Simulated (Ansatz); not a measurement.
The system is BePd.

```
Pd Be
1.0
     2.81300    0.00000    0.00000
     0.00000    2.81300    0.00000
     0.00000    0.00000    2.81300
Pd Be
1 1
Cartesian
  1.4065 1.4065 1.4065
  0.0000 0.0000 0.0000
```

| Item | Value |
| --- | --- |
| Program | Ansatz 0.2.0 |
| Task | relaxation of cell and atoms |
| Functional | revPBE |
| Potentials or basis | Ansatz PAW |
| Cutoff | 420 eV (not typed: the program's choice for these potentials) |
| k mesh | 9 × 9 × 9 |
| Occupations | fermi-dirac, width 0.05 eV |
| Spin | no spin polarisation |

At the start: volume 11.13 Å³/atom.

How do energy, volume and symmetry change on relaxing?

It ends after 6 steps and the volume is 11.50 Å³/atom (+3.4 %); space group Pm-3m (No. 221, to 0.05 Å).

Step by step:
```tsv
step	energy change (eV)	largest force (eV/Å)	volume (Å³)
1	0.0000	0.0000	22.26
2	-0.0127	0.0000	23.11
3	-0.0130	0.0000	23.01
4	-0.0133	0.0000	23.01
5	-0.0133	0.0000	23.01
6	-0.0133	0.0000	23.01
```

Final structure:
```cif
data_structure
_symmetry_space_group_name_H-M 'P 1'
_symmetry_Int_Tables_number 1
_cell_length_a 2.8441
_cell_length_b 2.8441
_cell_length_c 2.8441
_cell_angle_alpha 90.000
_cell_angle_beta 90.000
_cell_angle_gamma 90.000
_cell_volume 23.01
loop_
_atom_site_label
_atom_site_type_symbol
_atom_site_fract_x
_atom_site_fract_y
_atom_site_fract_z
_atom_site_occupancy
Pd1 Pd 0.50000 0.50000 0.50000 1
Be1 Be 0.00000 0.00000 0.00000 1
```

Caveat: the plane-wave basis is chosen anew once the cell has moved, so the energies of steps on either side of that aren't comparable; the PAW data sets come from PBE, with cores solved anew for the run's functional, which leaves a small shift of forces and pressure.
